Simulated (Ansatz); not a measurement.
**Na2PS: what a guessed cell relaxes into**

Aim: relax a trial structure of Na2PS and see where it ends.

Method: DFT PBE, scalar-relativistic, plane waves, PAW, in Ansatz 0.2.0.

2 further runs of the same task are left out: 1 that didn't finish, 1 set aside as unsound or not needed.

## 1. The structure to begin with

It takes space group P-3m1 (No. 164, trigonal). The conventional cell has a = 4.357 Å, b = 4.357 Å, c = 5.519 Å, α = 90.00°, β = 90.00°, γ = 120.00°. Na (site symmetry 3m) has 3 P at 2.55 Å and 3 Na at 2.67 Å in its first shell of neighbours. P (site symmetry -3m) has 6 Na at 2.55 Å in its first shell of neighbours. Around S (site symmetry -3m) lie 2 P at 2.76 Å.

As a file:

```xyz
4
Lattice="4.3571 0.0000 0.0000 -2.1786 3.7734 0.0000 0.0000 0.0000 5.5194" Properties=species:S:1:pos:R:3 pbc="T T T"
Na    0.0000    2.5156    5.0742
Na    2.1786    1.2578    0.4452
P     0.0000    0.0000    0.0000
S     0.0000    0.0000    2.7597
```

A structure generator made this guess: random cell by space group and Wyckoff sites (P-3m1, No. 164). Lengths come from tabulated atomic sizes and are only a guess.

## 2. A first look at the guess

File input.yaml:

```yaml
crystal:
  lattice:
    - [4.3571397, 0.0, 0.0]
    - [-2.17856985, 3.77339367, 0.0]
    - [0.0, 0.0, 5.51937869]
  atoms:
    - { symbol: Na, position: [0.33333333, 0.66666667, 0.91934281] }
    - { symbol: Na, position: [0.66666667, 0.33333333, 0.08065719] }
    - { symbol: P, position: [0.0, 0.0, 0.0] }
    - { symbol: S, position: [0.0, 0.0, 0.5] }
basis:
  ecutwfc: 420
kpoints:
  mp_grid: { grid: [6, 6, 4] }
hamiltonian:
  xc: pbe
scf:
  occupations: { method: gaussian, width: 0.1 }
  lower_state_search: "off"
output:
  forces: true
  stress: true
  eigenvalues: true
```

Launch:

```console
$ ansatz run input.yaml --threads 1 --pin off --max-ram 2560MiB --backend cpu --events-out ev --progress --plain --runs-dir out
```

The session goes on with these runs: rough relaxation on the coarse mesh; full relaxation.

Q: Predict the outcome of this session. Wanted: conventional cell; volume; energy over the elements, black P; gap on the mesh.

The runs gave:

| quantity | value |
| --- | --- |
| symmetry at the end (tolerance 0.05 Å) | space group P-3m1 (No. 164) |
| conventional cell | a = 4.601 Å, b = 4.601 Å, c = 4.919 Å, α = 90.00°, β = 90.00°, γ = 120.00° |
| volume | 22.54 Å³/atom |
| energy over the elements, black P | -0.41 eV/atom |
| gap on the mesh | none (metal) |

**Reading.** The space group P-3m1 (No. 164) is kept, and the volume per atom shrinks by 0.6 % from the first guess. It lies below the elements, which doesn't yet make it stable: competing phases were not computed in this session. No finished test with a distortion of lower symmetry is shown, so the end may be a saddle point. Spin polarisation is off in the runs that give these values; a magnetic solution could lie lower.
